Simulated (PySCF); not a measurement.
# SnH under other conditions

Aim: change spin, charge, geometry, field or solvent of SnH, one at a time, and compare with the base run.

The runs use PySCF 2.14.0; each script names its method and basis.

3 further runs of the same task are left out: 1 for a known fault of the program, 2 that didn't finish.

**1. The system as given**

SnH: 2 atoms, charge 0, spin multiplicity 2.

Bond lengths: Sn1–H2 1.754 Å.

**2. Base script**

Contents of input.py:

```python
from pyscf import gto, dft

mol = gto.M(
    atom='Sn 0 0 0; H 0 0 1.754',
    basis='x2c-svpall',
    charge=0,
    spin=1,
    verbose=4,
)
mf = dft.UKS(mol, xc='b3lyp5')
mf = mf.sfx2c1e()
mf.kernel()
mf.stability(internal=True, external=True)
mf.dip_moment()
print('orbital energies (hartree):', [e[max(0, n-3):n+3].round(4) for e, n in zip(mf.mo_energy, mol.nelec)])
```

Command:

```console
> python input.py
```

The log of this run is left out.

Base result: E(SCF) = -6176.387671 Eh, 9 cycles, ⟨S²⟩ = 0.752, μ = 0.38 D, internal stable; real -> complex unstable; UHF/UKS -> GHF/GKS unstable.

The bond length is a typed value, not an optimised one.

**3. Quartet**

Run 1 changes spin (2S): 1 → 3.

Contents of input.py:

```python
from pyscf import gto, dft

mol = gto.M(
    atom='Sn 0 0 0; H 0 0 1.754',
    basis='x2c-svpall',
    charge=0,
    spin=3,
    verbose=4,
)
mf = dft.UKS(mol, xc='b3lyp5')
mf = mf.sfx2c1e()
mf.kernel()
mf.stability(internal=True, external=True)
mf.dip_moment()
print('orbital energies (hartree):', [e[max(0, n-3):n+3].round(4) for e, n in zip(mf.mo_energy, mol.nelec)])
```

Command:

```console
> python input.py
```

**4. Bond 5.262 Å**

Run 2 changes bond length: 1.754 Å → 5.262 Å.

input.py, as its differences from that of step 2:

```diff
@@ -3,3 +3,3 @@
 mol = gto.M(
-    atom='Sn 0 0 0; H 0 0 1.754',
+    atom='Sn 0 0 0; H 0 0 5.262',
     basis='x2c-svpall',
```

**5. Charge -1 (singlet)**

Run 3 changes charge: 0 → -1; spin (2S): 1 → 0.

input.py, as its differences from that of step 2:

```diff
@@ -5,4 +5,4 @@
     basis='x2c-svpall',
-    charge=0,
-    spin=1,
+    charge=-1,
+    spin=0,
     verbose=4,
```

**6. Bond 2.192 Å**

Run 4 changes bond length: 1.754 Å → 2.192 Å.

input.py, as its differences from that of step 2:

```diff
@@ -3,3 +3,3 @@
 mol = gto.M(
-    atom='Sn 0 0 0; H 0 0 1.754',
+    atom='Sn 0 0 0; H 0 0 2.192',
     basis='x2c-svpall',
```

Before running it: what results should come out? Wanted: for each run, E(SCF); from base; gap, α spin; SCF dipole; after the SCF.

As calculated:

```csv
run,E(SCF) (hartree),from base (eV),cycles,"gap, α spin (eV)",SCF dipole (D),after the SCF
base,-6176.387671,0,9,1.37,0.38,"unstable: real -> complex, UHF/UKS -> GHF/GKS"
quartet,-6176.309629,+2.1236,9,4.81,0.15,unstable: UHF/UKS -> GHF/GKS
bond 5.262 Å,-6176.287532,+2.7249,15,1.35,0.01,"unstable: internal, real -> complex, UHF/UKS -> GHF/GKS"
charge -1 (singlet),-6176.380733,+0.1888,8,0.51,n/a,"unstable: internal, real -> complex, UHF/UKS -> GHF/GKS"
bond 2.192 Å,-6176.368994,+0.5082,9,1.38,1.76,"unstable: real -> complex, UHF/UKS -> GHF/GKS"
```

What this shows: The largest comparable shift of the SCF energy, +2.725 eV, comes with the run “bond 5.262 Å”. The quartet solution found lies 2.12 eV above the base doublet at this geometry and level. At the SCF level, adding an electron (to the singlet) costs 0.19 eV at fixed geometry; correlation, diffuse functions and relaxation can still bind it.
